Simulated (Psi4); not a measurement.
# SnH2Cl (SMILES [Cl][SnH2]): a first try and a second

Aim: a single-point energy of SnH2Cl at UCCSD/LANL2DZ (core potential, Cartesian functions).

The calculation is run with Psi4 1.11.

11 further runs of the same task are left out: 11 set aside as unsound or not needed.

**1. The molecule**

SnH2Cl has 4 atoms, charge 0, and is taken as a doublet. As SMILES, `[Cl][SnH2]`. The shape is that of a PBE0-D4/def2-TZVP optimisation.

Bond lengths: Cl1–Sn2 2.343 Å, Sn2–H3 1.723 Å, Sn2–H4 1.723 Å. Angles: Cl1–Sn2–H3 105.0°, Cl1–Sn2–H4 105.0°, H3–Sn2–H4 111.9°.

**2. First attempt**

Input file job.dat:

```
memory 1600 MB

molecule {
  0 2
  Cl
  Sn 1 r2
  H 2 r3 1 a3
  H 2 r4 3 a4 1 d4

  r2 = 2.342808
  r3 = 1.723165
  a3 = 104.99722
  r4 = 1.723117
  a4 = 111.86929
  d4 = 113.3375
  no_reorient
  no_com
}

set {
  basis LANL2DZ
  reference uhf
  scf_type direct
  num_frozen_docc 0
  diis false
  scf_initial_accelerator none
  guess core
  maxiter 100
}

e_tot, wfn = energy('ccsd', return_wfn=True)
```

Launch:

```console
$ psi4 job.dat job.out -n 1
```

job.out:

```text
Psi4 1.11 release

   => Loading Basis Set <=

    Name: LANL2DZ
    Role: ORBITAL
    Keyword: BASIS

    !!!  WARNING: ECP capability is in beta. Please check occupations closely.  !!!

         ---------------------------------------------------------
                                   SCF
                              UHF Reference
                        1 Threads,   1525 MiB Core
         ---------------------------------------------------------

  ==> Geometry <==

    Molecular point group: c1
    Full point group: C1

    Geometry (in Angstrom), charge = 0, multiplicity = 2:

       Center              X                  Y                   Z               Mass
    ------------   -----------------  -----------------  -----------------  -----------------
         CL           0.009432132468     0.005656638400    -1.826342258196    34.968852682000
         SN           0.009432132468     0.005656638400     0.516465741804   119.902201630000
         H            0.009432132468    -1.658814575500     0.962372901785     1.007825032230
         H           -1.458854654198     0.789566913550     0.962280488426     1.007825032230

  Running in c1 symmetry.

[... 90 lines left out ...]
                           Total Energy        Delta E     RMS |[F,P]|
[... 1 line left out ...]
   @DF-UHF iter   1:   -15.87960267276494   -1.58796e+01   8.60931e-02
   @DF-UHF iter   2:   -13.38895537510416    2.49065e+00   6.97156e-02
   @DF-UHF iter   3:   -12.74500009416951    6.43955e-01   1.00875e-01
[... 1 line left out ...]
   @DF-UHF iter  10:    -6.05888601239940    2.14015e+00   8.19492e-02
[... 80 lines of further cycles ...]
   @DF-UHF iter  91:    -8.19880565228013   -2.13993e+00   7.51607e-02
   @DF-UHF iter  92:    -6.05887463311920    2.13993e+00   8.19495e-02
   @DF-UHF iter  93:    -8.19880565228014   -2.13993e+00   7.51607e-02
[... 6 lines of this table left out ...]
   @DF-UHF iter 100:    -6.05887463311920    2.13993e+00   8.19495e-02

PsiException: Could not converge SCF iterations in 100 iterations.

  UHF NO Occupations:
  HONO-2 :    5  A 1.9999982
  HONO-1 :    6  A 1.9999960
  HONO-0 :    7  A 1.0000000
  LUNO+0 :    8  A 0.0000040
  LUNO+1 :    9  A 0.0000018
  LUNO+2 :   10  A 0.0000016
  LUNO+3 :   11  A 0.0000001

PsiException: Could not converge SCF DF preiterations in 100 iterations.

psi4.driver.p4util.exceptions.SCFConvergenceError: Could not converge SCF DF preiterations in 100 iterations.

Printing out the relevant lines from the Psithon --> Python processed input file:
    core.set_global_option("NUM_FROZEN_DOCC", 0)
    core.set_global_option("DIIS", "false")
    core.set_global_option("SCF_INITIAL_ACCELERATOR", "none")
    core.set_global_option("GUESS", "core")
    core.set_global_option("MAXITER", 100)
--> e_tot, wfn = energy('ccsd', return_wfn=True)

!-------------------------------------------------------------!
!                                                             !
!  Could not converge SCF DF preiterations in 100 iterations. !
!                                                             !
!-------------------------------------------------------------!

    Psi4 run time: 0:00:00.44
```

It took 1.1 s on 1 thread of INTEL XEON PLATINUM 8581C at 2.30GHz (Emerald Rapids), shared host; peak memory 0.16 GiB.

**3. Reading the log**

No converged result was reached.

The log says `Could not converge SCF DF preiterations in 100 iterations.`. The fault: the convergence aids are set badly. The sound input differs in these keys, not all of which need be the cause: diis at its default in place of no; scf initial accelerator at its default in place of none; starting guess at its default in place of core.

**4. Try two**

job.dat, as its differences from that of step 2:

```diff
@@ -2,3 +2,3 @@
 
-molecule {
+molecule m {
   0 2
@@ -24,8 +24,4 @@
   num_frozen_docc 0
-  diis false
-  scf_initial_accelerator none
-  guess core
-  maxiter 100
 }
 
-e_tot, wfn = energy('ccsd', return_wfn=True)
+energy('ccsd')
```

Launch:

```console
$ psi4 -i job.dat -o job.out -n 1
```

job.out:

```text
[...]
    !!!  WARNING: ECP capability is in beta. Please check occupations closely.  !!!
[...]
  Running in c1 symmetry.
[...]
  Nuclear repulsion =   11.247802668100062
[...]
  Multiplicity = 2
[...]
  Nalpha       = 7
  Nbeta        = 6
[...]
    Number of basis functions: 20
[...]
   @DF-UHF iter   1:   -19.06584726178590   -2.05664e+00   1.15769e-02 ADIIS/DIIS
[...]
   @UHF iter  20:   -19.11068157496621   -1.35003e-13   4.40773e-09 DIIS
[...]
   @S^2 Observed:                7.522081380E-01
[...]
    Orbital Energies [Eh]
    ---------------------
    Alpha Occupied:
       1A     -1.052741     2A     -0.685232     3A     -0.503626
       4A     -0.486102     5A     -0.457049     6A     -0.435929
       7A     -0.345908
    Alpha Virtual:
       8A      0.061073     9A      0.134501    10A      0.150110
      11A      0.299368    12A      0.303577    13A      0.333375
      14A      0.936944    15A      0.949752    16A      0.995386
      17A      1.162519    18A      1.236587    19A      6.069216
      20A     12.239745
[...]
  @UHF Final Energy:   -19.11068157496621
   => Energetics <=
    Nuclear Repulsion Energy =             11.2478026681000625
    One-Electron Energy =                 -53.2488635702080302
    Two-Electron Energy =                  22.8903793271417584
    Total Energy =                        -19.1106815749662076
  UHF NO Occupations:
  HONO-2 :    5  A 1.9997724
  HONO-1 :    6  A 1.9993922
[...]
 Multipole Moments:
 ------------------------------------------------------------------------------------
     Multipole            Electronic (a.u.)      Nuclear  (a.u.)        Total (a.u.)
 ------------------------------------------------------------------------------------
 L = 1.  Multiply by 2.5417464519 to convert [e a0] to [Debye]
 Dipole X            :          2.8145324           -2.5429460            0.2715864
 Dipole Y            :          1.6879426           -1.5250555            0.1628870
 Dipole Z            :         18.2271436          -16.6180237            1.6091198
 Magnitude           :                                                    1.6399872
[...]
      * MP2 total energy                      =  -19.178361241779601
[...]
      * CCSD total energy                     =  -19.197746157293054
[...]
```

Run time: 2.3 s. Hardware: 1 thread of INTEL XEON PLATINUM 8581C at 2.30GHz (Emerald Rapids), shared host; peak memory 0.19 GiB.

**5. Summary of results**

Level: UCCSD/LANL2DZ (core potential, Cartesian functions).

| quantity | value |
| --- | --- |
| total energy | -19.19775 Eh |
| HOMO energy (Hartree–Fock orbitals) (highest over α and β) | -9.41 eV |
| LUMO energy (Hartree–Fock orbitals) (lowest over α and β) | -0.50 eV |
| correlation energy | -87.1 mEh |
| ⟨S²⟩ of the reference determinant | 0.752 |
| T1 diagnostic | 0.018 |
